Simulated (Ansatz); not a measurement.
# BrFHIn: the cost of one run

Method: RKS r2SCAN-D4/def2-SVP, in Ansatz 0.2.0.

## 1. The system as given

Bond lengths: F1–In2 2.144 Å, In2–Br3 2.635 Å, In2–H4 1.605 Å. Angles: F1–In2–Br3 92.7°, F1–In2–H4 111.6°, Br3–In2–H4 126.1°.

Coordinates:

```xyz
4

F    -1.4808   -0.0834    1.0926
In   -0.1590   -0.0497   -0.5956
Br    1.7303   -1.3515    0.7006
H    -0.0351    1.4243   -1.2180
```

## 2. Relaxing end A

The input, input.yaml:

```yaml
crystal:
  periodic: [false, false, false]
  atoms:
    - { symbol: F, position_ang: [-1.4808, -0.0834, 1.0926] }
    - { symbol: In, position_ang: [-0.159, -0.0497, -0.5956] }
    - { symbol: Br, position_ang: [1.7303, -1.3515, 0.7006] }
    - { symbol: H, position_ang: [-0.0351, 1.4243, -1.218] }
basis:
  gaussian: { orbitals: def2-SVP }
hamiltonian:
  xc: r2scan
  dispersion: d4
relax:
  f_tol: 0.015
  max_steps: 40
output:
  orbitals: {}
```

Run with:

```sh
$ ansatz run input.yaml --threads 1 --pin off --max-ram 2048MiB --backend cpu --events-out ev --progress --plain --runs-dir out
```

**Question.** How long does this run take on 1 thread of Arm Neoverse V1, shared host, and how much memory does it need?

About 30 s, with a peak of 0.15 GiB.
